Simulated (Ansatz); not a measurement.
# Si₂GeH₈: one species, many methods

An exercise on one series of results from a longer session: the logs are not shown, and one member is left open.

The runs use Ansatz 0.2.0, Gaussian basis; functionals in def2-TZVPP, the program's frozen cores in correlated methods.

The runs, in order: LDA (SPW92), PBE-D4, revPBE-D4, BLYP-D4, r2SCAN-D4, B97M-V, PBE0-D4, B3LYP-D4, r2SCANh-D4, r2SCAN0-D4, HSE06-D4, BHLYP-D4, CAM-B3LYP-D4, LC-ωPBE, ωB97X-V, ωB97M-V, B2PLYP, PBE-QIDH; CCSD(T)/def2-SVP; CCSD(T)/def2-TZVPP; MP2/def2-QZVPP; extrapolation to the limit; RPA on PBE.

## The geometry

All runs share one geometry, relaxed beforehand with PBE0-D4 in a triple-zeta def2 set.

SMILES `[SiH3][GeH2][SiH3]`, 11 atoms, charge 0, spin multiplicity 1.

Atoms are counted from 1 here; the program's logs count them from 0.

Bond lengths: Si1–Ge2 2.379 Å, Si1–H4 1.487 Å, Si1–H5 1.487 Å, Si1–H6 1.487 Å, Ge2–Si3 2.379 Å, Ge2–H7 1.541 Å, Ge2–H8 1.541 Å, Si3–H9 1.487 Å, Si3–H10 1.487 Å, Si3–H11 1.487 Å. Angles: Ge2–Si1–H4 109.7°, Ge2–Si1–H5 109.7°, Ge2–Si1–H6 111.0°, H4–Si1–H5 108.6°, H4–Si1–H6 108.8°, H5–Si1–H6 108.8°, Si1–Ge2–Si3 111.0°, Si1–Ge2–H7 109.6°, Si1–Ge2–H8 109.6°, Si3–Ge2–H7 109.6°, Si3–Ge2–H8 109.5°, H7–Ge2–H8 107.5°, Ge2–Si3–H9 111.0°, Ge2–Si3–H10 109.7°, Ge2–Si3–H11 109.7°, H9–Si3–H10 108.8°, H9–Si3–H11 108.8°, H10–Si3–H11 108.6°.

Set-up of the first run:

File in.yaml:

```yaml
crystal:
  periodic: [false, false, false]
  atoms:
    - {symbol: Si, position_ang: [-1.240730, 1.300062, -0.847944]}
    - {symbol: Ge, position_ang: [-0.347506, -0.027442, 0.912309]}
    - {symbol: Si, position_ang: [1.520926, -1.293402, 0.160724]}
    - {symbol: H, position_ang: [-1.664534, 0.423337, -1.971792]}
    - {symbol: H, position_ang: [-0.201225, 2.240301, -1.344562]}
    - {symbol: H, position_ang: [-2.414698, 2.084526, -0.381957]}
    - {symbol: H, position_ang: [0.080933, 0.883280, 2.078815]}
    - {symbol: H, position_ang: [-1.435595, -0.980176, 1.443464]}
    - {symbol: H, position_ang: [2.082684, -2.120515, 1.261195]}
    - {symbol: H, position_ang: [2.579594, -0.376696, -0.339409]}
    - {symbol: H, position_ang: [1.105351, -2.190374, -0.950142]}
basis:
  gaussian: {orbitals: def2-TZVPP}
hamiltonian: {xc: lda}
output: {orbitals: {seedname: orbitals}}
```

Among the steps run: LDA; PBE-D4 (GGA); revPBE-D4 (GGA); BLYP-D4 (GGA); r2SCAN-D4 (meta-GGA); B97M-V (meta-GGA); PBE0-D4 (hybrid); B3LYP-D4 (hybrid); r2SCANh-D4 (hybrid); r2SCAN0-D4 (hybrid); HSE06-D4 (hybrid); BHLYP-D4 (hybrid); CAM-B3LYP-D4 (range-separated); LC-ωPBE-D4 (range-separated; the results give it without D4); ωB97X-V (range-separated); ωB97M-V (range-separated); B2PLYP (double hybrid); PBE-QIDH (double hybrid).

One table of the session follows, with a row left open; its other results are not shown here.

It belongs to the step «Frontier levels by functional». 

| functional | HOMO (eV) | gap (eV) |
| --- | --- | --- |
| LDA (SPW92) | -6.99 | 5.89 |
| PBE-D4 | -6.90 | 5.99 |
| revPBE-D4 | -6.85 | 6.03 |
| BLYP-D4 | -6.73 | 5.97 |
| r2SCAN-D4 | -7.14 | 6.52 |
| B97M-V | -7.29 | 6.45 |
| PBE0-D4 | -7.93 | 7.83 |
| B3LYP-D4 | -7.72 | 7.44 |
| r2SCANh-D4 | ? | ? |
| r2SCAN0-D4 | -8.09 | 8.15 |
| HSE06-D4 | -7.55 | 7.08 |
| BHLYP-D4 | -8.85 | 9.63 |
| CAM-B3LYP-D4 | -9.13 | 10.03 |
| LC-ωPBE | -10.43 | 12.40 |
| ωB97X-V | -10.11 | 11.98 |
| ωB97M-V | -9.90 | 11.44 |

**Question.** Estimate the row for r2SCANh-D4.

Worked estimate for «HOMO (eV)». Against the share of exact exchange, r2SCAN-D4 (0, -7.14), r2SCAN0-D4 (0.25, -8.09) give a slope of -3.80 per unit share; at 0.1 the line stands at -7.52.

**Answer.** HOMO (eV): -7.52; gap (eV): 7.17. In «HOMO (eV)» the line misses by 0.00.
